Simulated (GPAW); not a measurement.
# WS (Pm-3m) in GPAW: a series of runs, part 2 of 3

GPAW 26.7.0. The steps go on from the part before.

**4. Relaxation of cell and atoms, PBEsol, target pressure 5 GPa, at which the enthalpy is minimised**

Input file run.py:

```python
from ase.filters import FrechetCellFilter
from ase.io import read, write
from ase.optimize import BFGS
from ase.units import GPa
from gpaw import GPAW, PW, setup_paths

setup_paths.insert(0, '.')

atoms = read('POSCAR')

calc = GPAW(mode=PW(600),
            xc='PBEsol',
            kpts={'size': (9, 9, 9), 'gamma': True},
            occupations={'name': 'fermi-dirac', 'width': 0.05},
            nbands=20,
            convergence={'density': 1e-05, 'forces': 0.0001},
            maxiter=150,
            txt='gpaw.txt')
atoms.calc = calc
opt = BFGS(FrechetCellFilter(atoms, scalar_pressure=5 * GPa), trajectory='relax.traj', logfile='-')
done = opt.run(fmax=0.02, steps=60)
calc.write('gs.gpw')
write('result.traj', atoms)
print('Converged:', done)
print('Cell:', atoms.cell.cellpar().round(4))
print('Volume:', round(atoms.get_volume(), 4))
print(atoms.get_scaled_positions().round(5))
```

Input file POSCAR:

```
WS
1.0
    3.0078900000      0.0000000000      0.0000000000
    0.0000000000      3.0078900000      0.0000000000
    0.0000000000      0.0000000000      3.0078900000
W S
1 1
Direct
    0.5000000000      0.5000000000      0.5000000000
    0.0000000000      0.0000000000      0.0000000000
```

Potentials or basis: PAW data sets generated in the run's folder for this functional, pw.

The run is started by

```bash
$ gpaw-setup -f PBEsol S W
$ OMP_NUM_THREADS=1 python run.py
```

gpaw.txt:

```text
__  _  _
 | _ |_)|_||  |
 |__||  | ||/\| - 26.7.0

Input parameters:
  mode=PW(ecut=600.0),
  convergence={'density': 1e-05, 'forces': 0.0001},
  kpts=MonkhorstPack(size=(9, 9, 9), gamma=True),
  maxiter=150,
  nbands=20,
  occupations=Occupations(name='fermi-dirac', width=0.05),
  xc=XC(name='PBEsol')

Diagonalizing LCAO Hamiltonian
Converting LCAO to pw mode
   .------.
  /|      |
 * |      |
 | | W    |
 | .------.
 |/      /
 S------*

Atoms  # Å, Bohr magnetons
|   | symbol |        x |        y |        z |    initial magnetic moments |
|---|--------|----------|----------|----------|-----------------------------|
| 0 |      W | 1.503945 | 1.503945 | 1.503945 | ( 0.0000,  0.0000,  0.0000) |
| 1 |      S | 0.000000 | 0.000000 | 0.000000 | ( 0.0000,  0.0000,  0.0000) |

Unit cell  # Å
| periodic |        x |        y |        z |  lengths |    angles |
|----------|----------|----------|----------|----------|-----------|
|      yes | 3.007890 | 0.000000 | 0.000000 | 3.007890 | 90.000000 |
|      yes | 0.000000 | 3.007890 | 0.000000 | 3.007890 | 90.000000 |
|      yes | 0.000000 | 0.000000 | 3.007890 | 3.007890 | 90.000000 |

Number of symmetries: 48
Symmetry operations  # r_c * U_cc + t_c -> r_c
|    | kind |            matrix            |
|----|------|------------------------------|
|  0 |  E   |  1, 0, 0,  0, 1, 0,  0, 0, 1 |
|  1 |  σ   |  1, 0, 0,  0, 1, 0,  0, 0,-1 |
|  2 |  σ   |  1, 0, 0,  0, 0, 1,  0, 1, 0 |
|  3 |  C4  |  1, 0, 0,  0, 0, 1,  0,-1, 0 |
|  4 |  C4  |  1, 0, 0,  0, 0,-1,  0, 1, 0 |
|  5 |  σ   |  1, 0, 0,  0, 0,-1,  0,-1, 0 |
|  6 |  σ   |  1, 0, 0,  0,-1, 0,  0, 0, 1 |
|  7 |  C2  |  1, 0, 0,  0,-1, 0,  0, 0,-1 |
|  8 |  σ   |  0, 1, 0,  1, 0, 0,  0, 0, 1 |
[... 173 lines left out ...]
SCF iterations
|iter     | |      energy | eigst |  dens |force |
|---------|-|-------------|-------|-------|------|
|iter:   1| |  -16.739959 | +0.36 |       |      |
|iter:   2| |  -16.753807 | -1.81 | -1.40 |      |
|iter:   3| |  -16.723363 | -2.47 | -1.44 |      |
|iter:   4| |  -16.726132 | -3.58 | -1.92 |      |
|iter:   5| |  -16.725554c| -3.97 | -2.26 |      |
|iter:   6| |  -16.725579c| -4.99 | -2.66 |      |
|iter:   7| |  -16.725579c| -7.49c| -4.13 |      |
|iter:   8| |  -16.725579c| -8.41c| -4.51 |      |
|iter:   9| |  -16.725579c|-10.05c| -5.90c|      |
|iter:  10| |  -16.725579c|-10.55c| -6.35c|-25.01c|

Converged in 10 steps
Energy contributions relative to reference atoms: (reference = -449482.970504)

Energy contributions:
  Kinetic:           2.605195
  Coulomb:          -1.035867
  Zero:              0.014649
  External:          0.000000
  Xc:              -18.303146
  Entropy:          -0.012818
  Spinorbit:         0.000000
  ----------------------------
  Free energy:     -16.731988
  Extrapolated:    -16.725579
[... 28 lines left out ...]
No gap
No difference between direct/indirect transitions

Stress tensor  # eV/Ang^3
|         x |         y |        z |
|-----------|-----------|----------|
|  0.049070 | -0.000000 | 0.000000 |
| -0.000000 |  0.049070 | 0.000000 |
|  0.000000 |  0.000000 | 0.049070 |

Forces  # eV/Ang
|        x |        y |       z |
|----------|----------|---------|
| -0.00000 | -0.00000 | 0.00000 |  # W    0
|  0.00000 |  0.00000 | 0.00000 |  # S    1

Interpolating wave functions to new cell

           W

       S

Atoms  # Å, Bohr magnetons
|   | symbol |        x |        y |        z |    initial magnetic moments |
|---|--------|----------|----------|----------|-----------------------------|
| 0 |      W | 1.492256 | 1.492256 | 1.492256 | ( 0.0000,  0.0000,  0.0000) |
| 1 |      S | 0.000000 | 0.000000 | 0.000000 | ( 0.0000,  0.0000,  0.0000) |

Unit cell  # Å
| periodic |        x |        y |        z |  lengths |    angles |
|----------|----------|----------|----------|----------|-----------|
|      yes | 2.984513 | 0.000000 | 0.000000 | 2.984513 | 90.000000 |
|      yes | 0.000000 | 2.984513 | 0.000000 | 2.984513 | 90.000000 |
|      yes | 0.000000 | 0.000000 | 2.984513 | 2.984513 | 90.000000 |

Number of symmetries: 48
Symmetry operations  # r_c * U_cc + t_c -> r_c
|    | kind |            matrix            |
|----|------|------------------------------|
|  0 |  E   |  1, 0, 0,  0, 1, 0,  0, 0, 1 |
|  1 |  σ   |  1, 0, 0,  0, 1, 0,  0, 0,-1 |
|  2 |  σ   |  1, 0, 0,  0, 0, 1,  0, 1, 0 |
|  3 |  C4  |  1, 0, 0,  0, 0, 1,  0,-1, 0 |
|  4 |  C4  |  1, 0, 0,  0, 0,-1,  0, 1, 0 |
|  5 |  σ   |  1, 0, 0,  0, 0,-1,  0,-1, 0 |
|  6 |  σ   |  1, 0, 0,  0,-1, 0,  0, 0, 1 |
|  7 |  C2  |  1, 0, 0,  0,-1, 0,  0, 0,-1 |
|  8 |  σ   |  0, 1, 0,  1, 0, 0,  0, 0, 1 |
[... 229 lines left out ...]
No gap
No difference between direct/indirect transitions

Stress tensor  # eV/Ang^3
|        x |        y |        z |
|----------|----------|----------|
| 0.013218 | 0.000000 | 0.000000 |
| 0.000000 | 0.013218 | 0.000000 |
| 0.000000 | 0.000000 | 0.013218 |

Forces  # eV/Ang
|        x |        y |        z |
|----------|----------|----------|
|  0.00000 |  0.00000 |  0.00000 |  # W    0
| -0.00000 | -0.00000 | -0.00000 |  # S    1

Interpolating wave functions to new cell

           W

       S

Atoms  # Å, Bohr magnetons
|   | symbol |         x |         y |        z |    initial magnetic moments |
|---|--------|-----------|-----------|----------|-----------------------------|
| 0 |      W |  1.478618 |  1.478618 | 1.478618 | ( 0.0000,  0.0000,  0.0000) |
| 1 |      S | -0.000000 | -0.000000 | 0.000000 | ( 0.0000,  0.0000,  0.0000) |

Unit cell  # Å
| periodic |         x |         y |        z |  lengths |    angles |
|----------|-----------|-----------|----------|----------|-----------|
|      yes |  2.957236 | -0.000000 | 0.000000 | 2.957236 | 90.000000 |
|      yes |  0.000000 |  2.957236 | 0.000000 | 2.957236 | 90.000000 |
|      yes | -0.000000 |  0.000000 | 2.957236 | 2.957236 | 90.000000 |

Number of symmetries: 48
Symmetry operations  # r_c * U_cc + t_c -> r_c
|    | kind |            matrix            |
|----|------|------------------------------|
|  0 |  E   |  1, 0, 0,  0, 1, 0,  0, 0, 1 |
|  1 |  σ   |  1, 0, 0,  0, 1, 0,  0, 0,-1 |
|  2 |  σ   |  1, 0, 0,  0, 0, 1,  0, 1, 0 |
|  3 |  C4  |  1, 0, 0,  0, 0, 1,  0,-1, 0 |
|  4 |  C4  |  1, 0, 0,  0, 0,-1,  0, 1, 0 |
|  5 |  σ   |  1, 0, 0,  0, 0,-1,  0,-1, 0 |
|  6 |  σ   |  1, 0, 0,  0,-1, 0,  0, 0, 1 |
|  7 |  C2  |  1, 0, 0,  0,-1, 0,  0, 0,-1 |
|  8 |  σ   |  0, 1, 0,  1, 0, 0,  0, 0, 1 |
[... 229 lines left out ...]
No gap
No difference between direct/indirect transitions

Stress tensor  # eV/Ang^3
|         x |         y |         z |
|-----------|-----------|-----------|
| -0.034321 |  0.000000 |  0.000000 |
|  0.000000 | -0.034321 |  0.000000 |
|  0.000000 |  0.000000 | -0.034321 |

Forces  # eV/Ang
|        x |        y |       z |
|----------|----------|---------|
|  0.00000 | -0.00000 | 0.00000 |  # W    0
| -0.00000 | -0.00000 | 0.00000 |  # S    1

Interpolating wave functions to new cell

           W

       S

Atoms  # Å, Bohr magnetons
|   | symbol |         x |         y |        z |    initial magnetic moments |
|---|--------|-----------|-----------|----------|-----------------------------|
| 0 |      W |  1.479485 |  1.479485 | 1.479485 | ( 0.0000,  0.0000,  0.0000) |
| 1 |      S | -0.000000 | -0.000000 | 0.000000 | ( 0.0000,  0.0000,  0.0000) |

Unit cell  # Å
| periodic |         x |         y |        z |  lengths |    angles |
|----------|-----------|-----------|----------|----------|-----------|
|      yes |  2.958970 | -0.000000 | 0.000000 | 2.958970 | 90.000000 |
|      yes |  0.000000 |  2.958970 | 0.000000 | 2.958970 | 90.000000 |
|      yes | -0.000000 |  0.000000 | 2.958970 | 2.958970 | 90.000000 |

Number of symmetries: 48
Symmetry operations  # r_c * U_cc + t_c -> r_c
|    | kind |            matrix            |
|----|------|------------------------------|
|  0 |  E   |  1, 0, 0,  0, 1, 0,  0, 0, 1 |
|  1 |  σ   |  1, 0, 0,  0, 1, 0,  0, 0,-1 |
|  2 |  σ   |  1, 0, 0,  0, 0, 1,  0, 1, 0 |
|  3 |  C4  |  1, 0, 0,  0, 0, 1,  0,-1, 0 |
|  4 |  C4  |  1, 0, 0,  0, 0,-1,  0, 1, 0 |
|  5 |  σ   |  1, 0, 0,  0, 0,-1,  0,-1, 0 |
|  6 |  σ   |  1, 0, 0,  0,-1, 0,  0, 0, 1 |
|  7 |  C2  |  1, 0, 0,  0,-1, 0,  0, 0,-1 |
|  8 |  σ   |  0, 1, 0,  1, 0, 0,  0, 0, 1 |
[... 173 lines left out ...]
SCF iterations
|iter     | |      energy | eigst |  dens |force |
|---------|-|-------------|-------|-------|------|
|iter:   1| |  -16.738682 | -3.63 |       |      |
|iter:   2| |  -16.738666 | -6.49 | -3.03 |      |
|iter:   3| |  -16.738587c| -5.52 | -3.07 |      |
|iter:   4| |  -16.738589c| -6.88 | -3.90 |      |
|iter:   5| |  -16.738590c| -7.92c| -4.47 |      |
|iter:   6| |  -16.738590c| -7.64c| -4.80 |      |
|iter:   7| |  -16.738590c| -8.85c| -5.59c|      |
|iter:   8| |  -16.738590c| -9.74c| -5.95c|-25.06c|

Converged in 8 steps
Energy contributions relative to reference atoms: (reference = -449482.970504)

Energy contributions:
  Kinetic:          11.865948
  Coulomb:          -8.503747
  Zero:              0.001036
  External:          0.000000
  Xc:              -20.094996
  Entropy:          -0.013662
  Spinorbit:         0.000000
  ----------------------------
  Free energy:     -16.745421
  Extrapolated:    -16.738590
[... 28 lines left out ...]
No gap
No difference between direct/indirect transitions

Stress tensor  # eV/Ang^3
|         x |         y |         z |
|-----------|-----------|-----------|
| -0.031106 |  0.000000 |  0.000000 |
|  0.000000 | -0.031106 |  0.000000 |
|  0.000000 |  0.000000 | -0.031106 |

Forces  # eV/Ang
|       x |        y |       z |
|---------|----------|---------|
| 0.00000 |  0.00000 | 0.00000 |  # W    0
| 0.00000 | -0.00000 | 0.00000 |  # S    1

# Writing to gs.gpw (mode='')
```

Run time: 52 s. Hardware: 1 thread of Arm Neoverse V1, shared host; peak memory 0.19 GiB.

What came out:

- Free energy: -16.7454 eV
- Relaxed volume: 12.95 Å³/atom
- Relaxed cell: a = 2.959 Å, b = 2.959 Å, c = 2.959 Å, α = 90.00°, β = 90.00°, γ = 90.00°
- Space group after relaxing (to 0.05 Å): Pm-3m (No. 221)
- Energy change on relaxing (the enthalpy is what falls): -6.5 meV/atom
- Ionic steps: 4
- Pressure after relaxing: 5.0 GPa
- Band gap on the k mesh: none (metal or under the smearing width)

Step by step:
| step | energy change (eV) | largest force (eV/Å) | pressure (GPa) | volume (Å³) |
| --- | --- | --- | --- | --- |
| 1 | 0.0000 | 0.0000 | -7.86 | 27.21 |
| 2 | -0.0193 | 0.0000 | -2.12 | 26.58 |
| 3 | -0.0115 | 0.0000 | 5.50 | 25.86 |
| 4 | -0.0130 | 0.0000 | 4.98 | 25.91 |

Final structure:
```xyz
2
Lattice="2.9590 0.0000 0.0000 0.0000 2.9590 0.0000 0.0000 0.0000 2.9590" Properties=species:S:1:pos:R:3 pbc="T T T"
W     1.4795    1.4795    1.4795
S     0.0000    0.0000    0.0000
```

Caveat: later steps reuse the first step's grids. The run has no spin-orbit coupling, so splittings on W are missing.

(Continued in part 3 of 3.)
